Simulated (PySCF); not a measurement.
# C5H4BN2O: the cost of one run

Computed with PySCF 2.14.0 and routines of our own; the level stands in each step. Atoms count from 0.

## (1) The system as given

13 atoms, charge -1, multiplicity 1; geometry from: GFN2-xTB.

## (2) First hyperpolarisability: quadratic response wB97X-D/def2-SVP

The job: settings as JSON, then the geometry in Å.

```
{"job": {"kind": "beta", "xc": "wB97X-D", "basis": "def2-SVP", "wavelengths": [1064], "frozen_core": false, "scf": {"conv": 1e-08}}, "charge": -1, "multiplicity": 1}
C      3.630578     0.509805    -0.477883
N      2.476075     0.379688    -0.324522
B      1.075561     0.149420    -0.141001
C      0.497070    -1.228163    -0.076041
C     -0.862821    -1.382520     0.102000
C     -1.672236    -0.257554     0.217510
C     -1.136234     1.012704     0.156349
N      0.173374     1.266829    -0.013849
O      0.543581     2.517801    -0.053480
H      1.101872    -2.127581    -0.163818
H     -1.320018    -2.368245     0.154187
H     -2.741907    -0.361662     0.357505
H     -1.769285     1.889965     0.245314
```

With the program's defaults for keys left out, this is: quadratic response wB97X-D/def2-SVP first hyperpolarisability, Taylor convention, gas phase.

Run with:

```console
OMP_NUM_THREADS=1 python excited_run.py task.json out
```

This one command runs all jobs of the session in turn.

**Question.** How long does this job take on 1 thread of Arm Neoverse N1, shared host, and how much memory does it need?

About 41 s, with a peak of 0.64 GiB.
